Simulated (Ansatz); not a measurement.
# Ca4Zn2Se3S3: the cost of one run

Method: DFT PBE, scalar-relativistic, plane waves, PAW, in Ansatz 0.2.0.

### 1 The starting structure

The cell holds 24 atoms (Ca8S6Se6Zn4): a = 7.257 Å, b = 7.257 Å, c = 8.888 Å, α = 90.00°, β = 90.00°, γ = 120.00°.

The sites of an ideal rock salt lattice, at a guessed lattice constant, take 4 Zn, 8 Ca; 6 Se, 6 S (sublattices apart by semicolons), with a shake of 0.02 Å. Warren-Cowley parameters of the first shell (negative: unlike neighbours preferred): Ca-Zn +0.06. In a cell this small the draw can fall short of the order aimed at.

Structure file:

```cif
data_structure
_symmetry_space_group_name_H-M 'P 1'
_symmetry_Int_Tables_number 1
_cell_length_a 7.2568
_cell_length_b 7.2568
_cell_length_c 8.8877
_cell_angle_alpha 90.000
_cell_angle_beta 90.000
_cell_angle_gamma 120.000
_cell_volume 405.33
loop_
_atom_site_label
_atom_site_type_symbol
_atom_site_fract_x
_atom_site_fract_y
_atom_site_fract_z
_atom_site_occupancy
S1 S 0.66543 0.33424 0.83479 1
S2 S 0.49906 0.50323 0.50113 1
S3 S 0.33935 0.66446 0.16520 1
S4 S 0.82433 0.65909 0.16746 1
S5 S 0.16676 0.82717 0.83443 1
S6 S 0.82656 0.16670 0.16580 1
Ca1 Ca 0.49937 0.00099 0.00005 1
Ca2 Ca 0.99900 0.00018 0.99612 1
Ca3 Ca 0.83525 0.16866 0.66651 1
Ca4 Ca 0.66760 0.33414 0.33564 1
Ca5 Ca 0.16751 0.33844 0.33677 1
Ca6 Ca 0.50421 0.50328 0.00271 1
Ca7 Ca 0.99784 0.50185 0.99822 1
Ca8 Ca 0.67046 0.82873 0.33565 1
Zn1 Zn 0.33242 0.16980 0.66578 1
Zn2 Zn 0.83597 0.66836 0.67243 1
Zn3 Zn 0.33385 0.66811 0.66794 1
Zn4 Zn 0.16814 0.83535 0.33360 1
Se1 Se 0.16936 0.33760 0.83169 1
Se2 Se 0.00313 0.50008 0.50166 1
Se3 Se 0.66725 0.83390 0.83533 1
Se4 Se 0.50348 0.00060 0.50098 1
Se5 Se 0.00395 0.00466 0.49849 1
Se6 Se 0.33113 0.16414 0.16757 1
```

### 2 Relaxation without symmetry, coarse mesh

Cell and atoms move without symmetry, on a coarse mesh with loose thresholds.

Contents of input.yaml:

```yaml
crystal:
  lattice:
    - [-5.1313, -5.1313, 0.0]
    - [0.0, 5.1313, 5.1313]
    - [-5.1313, 5.1313, -5.1313]
  atoms:
    - { symbol: S, position: [0.6654315326, 0.334242566, 0.8347947688] }
    - { symbol: S, position: [0.4990568015, 0.5032334824, 0.5011325566] }
    - { symbol: S, position: [0.339352558, 0.6644630332, 0.1651997889] }
    - { symbol: S, position: [0.8243326421, 0.6590893374, 0.1674626765] }
    - { symbol: S, position: [0.1667643535, 0.8271687344, 0.8344292547] }
    - { symbol: S, position: [0.8265597716, 0.1666988455, 0.1658041819] }
    - { symbol: Ca, position: [0.4993717537, 0.00098843, 4.70502e-05] }
    - { symbol: Ca, position: [0.9990033928, 0.000175134, 0.9961225098] }
    - { symbol: Ca, position: [0.8352453663, 0.168659431, 0.6665111259] }
    - { symbol: Ca, position: [0.6676022988, 0.3341445396, 0.3356405843] }
    - { symbol: Ca, position: [0.1675095624, 0.338440497, 0.3367696679] }
    - { symbol: Ca, position: [0.504211655, 0.5032797172, 0.0027105125] }
    - { symbol: Ca, position: [0.9978438283, 0.5018545823, 0.9982177315] }
    - { symbol: Ca, position: [0.6704616165, 0.8287331636, 0.3356452148] }
    - { symbol: Zn, position: [0.3324185652, 0.1698042499, 0.6657810889] }
    - { symbol: Zn, position: [0.8359697867, 0.6683613146, 0.6724316077] }
    - { symbol: Zn, position: [0.3338469883, 0.6681146249, 0.6679394736] }
    - { symbol: Zn, position: [0.1681370444, 0.835351248, 0.3335957442] }
    - { symbol: Se, position: [0.1693641855, 0.337599646, 0.831689877] }
    - { symbol: Se, position: [0.0031294976, 0.500081086, 0.50165752] }
    - { symbol: Se, position: [0.6672523821, 0.8339047172, 0.8353267695] }
    - { symbol: Se, position: [0.5034822401, 0.0005980858, 0.5009842495] }
    - { symbol: Se, position: [0.003953913, 0.0046612198, 0.4984898868] }
    - { symbol: Se, position: [0.3311326731, 0.1641412302, 0.1675691126] }
  symmetry: { detect: false }
basis:
  ecutwfc: 420
kpoints:
  mp_grid: { grid: [2, 2, 1], shift: [0.5, 0.5, 0.0] }
hamiltonian:
  xc: pbe
scf:
  occupations: { method: gaussian, width: 0.1 }
  lower_state_search: "off"
output:
  forces: true
  stress: true
  eigenvalues: true
relax:
  adjacent_minimum: "off"
  f_tol: 0.04
  max_steps: 50
  cell: { stress_tol: 0.3 }
```

Run with:

```sh
$ ansatz run input.yaml --threads 4 --pin off --max-ram 9216MiB --backend cpu --events-out ev --progress --plain --runs-dir out
```

**Question.** How long does this run take on 4 threads of Arm Neoverse V2, shared host, and how much memory does it need?

About 3.1 min, with a peak of 1.2 GiB.
